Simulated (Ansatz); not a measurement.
# PIr: the crystal squeezed far

How does PIr (zincblende type) answer strong compression? Methods of the runs shown: PAW. Its runs: cell relaxed at zero pressure (PAW); volume scaled by 1 (PAW); volume scaled by 0.95 (PAW); volume scaled by 0.85 (PAW); volume scaled by 0.75 (PAW); volume scaled by 0.65 (PAW and PAW (cutoff 1000 eV)); volume scaled by 0.55 (PAW); volume scaled by 0.45 (PAW); volume scaled by 0.4 (PAW).

Program: Ansatz 0.2.0. Level of theory: DFT, LDA, PAW with Ansatz's default frozen-core files, scalar-relativistic. These are calculated values, not measurements.

## (1) The system as given

The structure is cubic, space group F-43m (No. 216). Conventional cell: a = 5.471 Å, b = 5.471 Å, c = 5.471 Å, α = 90.00°, β = 90.00°, γ = 90.00°. Ir (site symmetry -43m) has 4 P at 2.37 Å in its first shell of neighbours. P (site symmetry -43m) has 4 Ir at 2.37 Å in its first shell of neighbours.

Coordinates:

```
Ir P
1.0
     0.00000    2.73551    2.73551
     2.73551    0.00000    2.73551
     2.73551    2.73551    0.00000
Ir P
1 1
Direct
  0.00000 0.00000 0.00000
  0.25000 0.25000 0.25000
```

Whether this phase is the stable one at these pressures isn't tested.

Atoms are numbered in the order of the input: Ir1, P2.

## (2) Cell relaxed at zero pressure, PAW

Contents of input.yaml:

```yaml
crystal:
  lattice:
    - [0.0, 2.7355063482, 2.7355063482]
    - [2.7355063482, 0.0, 2.7355063482]
    - [2.7355063482, 2.7355063482, 0.0]
  atoms:
    - { symbol: Ir, position: [0.0, 0.0, 0.0] }
    - { symbol: P, position: [0.25, 0.25, 0.25] }
kpoints:
  mp_grid: { grid: [12, 12, 12] }
scf:
  occupations: { method: fermi_dirac, width: 0.05 }
hamiltonian:
  xc: lda
  pseudopotentials: { kind: paw }
output:
  forces: true
  stress: true
relax:
  f_tol: 0.005
  max_steps: 40
  cell: {}
```

Run with:

```
$ ansatz run input.yaml --threads 1 --pin off --max-ram 2048MiB --backend cpu --events-out ev --progress --plain --runs-dir out
```

Further steps of the session: Volume scaled by 1, PAW; Volume scaled by 0.95, PAW; Volume scaled by 0.85, PAW; Volume scaled by 0.75, PAW; Volume scaled by 0.65, PAW; Volume scaled by 0.65, PAW (cutoff 1000 eV); Volume scaled by 0.55, PAW; Volume scaled by 0.45, PAW; Volume scaled by 0.4, PAW.

Before running it: what results should come out? Wanted: PAW pressure at 0.4 of the volume; fitted bulk modulus at zero pressure.

As calculated:

```
                                  quantity       value
         PAW pressure at 0.4 of the volume  1236.8 GPa
fitted bulk modulus at zero pressure (PAW)     212 GPa
                   its pressure derivative        4.03
```

At 0.4 of the starting volume PAW gives 1237 GPa. A third-order Birch-Murnaghan curve fits the range only roughly (B₀ = 212 GPa, B′ = 4.03, misfit at most 12.35 GPa). A fit over so wide a range leans to the high pressures, so B₀ can be off by several per cent. No all-electron run checks these rows here, and frozen cores can fail under such compression. The ions are at rest, and the electrons smeared by 0.05 eV. Spin-orbit coupling is left out, though the cell holds Ir; in elements this heavy it can shift bands and gaps by tenths of an eV.

At pressures up to 1237 GPa the PAW spheres may overlap and frozen cores may not hold, so those PAW values are rough without an all-electron check.
